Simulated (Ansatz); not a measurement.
# C₃H₉AlO₃: up Jacob's ladder to CCSD(T)

An exercise on one series of results from a longer session: the logs are not shown, and one member is left open.

Method: functionals in def2-TZVPP, the program's frozen cores in correlated methods; program: Ansatz 0.2.0, Gaussian basis.

Plan: LDA (SPW92), PBE-D4, revPBE-D4, BLYP-D4, r2SCAN-D4, B97M-V, PBE0-D4, B3LYP-D4, r2SCANh-D4, r2SCAN0-D4, HSE06-D4, BHLYP-D4, CAM-B3LYP-D4, LC-ωPBE, ωB97X-V, ωB97M-V, B2PLYP, PBE-QIDH; CCSD(T)/def2-SVP; MP2/def2-TZVPP; MP2/def2-QZVPP; RPA on PBE.

## The geometry

The geometry comes from an earlier relaxation with PBE0-D4 in a triple-zeta def2 set; it is a stationary point, not always the lowest conformer.

SMILES `CC(C)[O][Al]([OH])[OH]`, 16 atoms, charge 0, spin multiplicity 1.

Atoms are counted from 1 here; the program's logs count them from 0.

Bond lengths: C1–C2 1.517 Å, C1–H8 1.093 Å, C1–H9 1.094 Å, C1–H10 1.093 Å, C2–C3 1.515 Å, C2–O4 1.410 Å, C2–H11 1.100 Å, C3–H12 1.093 Å, C3–H13 1.091 Å, C3–H14 1.093 Å, O4–Al5 1.678 Å, Al5–O6 1.690 Å, Al5–O7 1.691 Å, O6–H15 0.956 Å, O7–H16 0.956 Å. Angles: C2–C1–H8 110.9°, C2–C1–H9 110.1°, C2–C1–H10 110.8°, H8–C1–H9 108.2°, H8–C1–H10 108.1°, H9–C1–H10 108.7°, C1–C2–C3 112.1°, C1–C2–O4 110.9°, C1–C2–H11 108.4°, C3–C2–O4 108.4°, C3–C2–H11 108.5°, O4–C2–H11 108.6°, C2–C3–H12 110.9°, C2–C3–H13 110.5°, C2–C3–H14 110.1°, H12–C3–H13 108.5°, H12–C3–H14 108.5°, H13–C3–H14 108.3° and more.

The first run:

The input, in.yaml:

```yaml
crystal:
  periodic: [false, false, false]
  atoms:
    - {symbol: C, position_ang: [0.220458, -1.393790, 0.847275]}
    - {symbol: C, position_ang: [-0.227780, -0.769387, -0.460593]}
    - {symbol: C, position_ang: [0.485833, -1.371485, -1.653487]}
    - {symbol: O, position_ang: [0.004638, 0.621573, -0.458582]}
    - {symbol: Al, position_ang: [-0.353565, 1.905904, 0.560276]}
    - {symbol: O, position_ang: [0.206416, 3.459759, 0.201728]}
    - {symbol: O, position_ang: [-1.287100, 1.663046, 1.949091]}
    - {symbol: H, position_ang: [0.027290, -2.469384, 0.852747]}
    - {symbol: H, position_ang: [1.294384, -1.239220, 0.988118]}
    - {symbol: H, position_ang: [-0.311774, -0.948403, 1.691581]}
    - {symbol: H, position_ang: [-1.307185, -0.944441, -0.575800]}
    - {symbol: H, position_ang: [0.290985, -2.444344, -1.723399]}
    - {symbol: H, position_ang: [0.151036, -0.896903, -2.577623]}
    - {symbol: H, position_ang: [1.564636, -1.219847, -1.561722]}
    - {symbol: H, position_ang: [0.734907, 3.643741, -0.572804]}
    - {symbol: H, position_ang: [-1.516279, 2.380480, 2.537495]}
basis:
  gaussian: {orbitals: def2-TZVPP}
hamiltonian: {xc: lda}
output: {orbitals: {seedname: orbitals}}
```

Run with:

```sh
> ansatz run in.yaml --threads 4 --pin off --events-out ev --progress --plain --max-ram 11315MiB
```

Among the steps run: LDA; PBE-D4 (GGA); revPBE-D4 (GGA); BLYP-D4 (GGA); r2SCAN-D4 (meta-GGA); B97M-V (meta-GGA); B3LYP-D4 (hybrid); r2SCANh-D4 (hybrid); r2SCAN0-D4 (hybrid); HSE06-D4 (hybrid); BHLYP-D4 (hybrid); CAM-B3LYP-D4 (range-separated); LC-ωPBE (range-separated); ωB97X-V (range-separated); ωB97M-V (range-separated); B2PLYP (double hybrid); PBE-QIDH (double hybrid).

One table of the session follows, with a row left open; its other results are not shown here.

It belongs to the step «Frontier levels by functional». 

| functional | HOMO (eV) | gap (eV) |
| --- | --- | --- |
| LDA (SPW92) | -6.59 | 5.20 |
| PBE-D4 | -6.43 | 5.27 |
| revPBE-D4 | -6.36 | 5.34 |
| BLYP-D4 | -6.35 | 5.21 |
| r2SCAN-D4 | -6.74 | 6.09 |
| B97M-V | -6.86 | 5.83 |
| PBE0-D4 | -7.94 | 7.65 |
| B3LYP-D4 | -7.72 | 7.10 |
| r2SCANh-D4 | -7.31 | 6.93 |
| r2SCAN0-D4 | ? | ? |
| HSE06-D4 | -7.54 | 6.87 |
| BHLYP-D4 | -9.42 | 9.82 |
| CAM-B3LYP-D4 | -9.42 | 9.95 |
| LC-ωPBE | -10.75 | 12.61 |
| ωB97X-V | -10.43 | 12.03 |
| ωB97M-V | -10.35 | 11.60 |

Q: Estimate the row for r2SCAN0-D4 from the others.

Worked estimate for «HOMO (eV)». Against the share of exact exchange, r2SCAN-D4 (0, -6.74), r2SCANh-D4 (0.1, -7.31) give a slope of -5.70 per unit share; at 0.25 the line stands at -8.16.

**Answer.** HOMO (eV): -8.16; gap (eV): 8.17. In «HOMO (eV)» the line misses by 0.00.
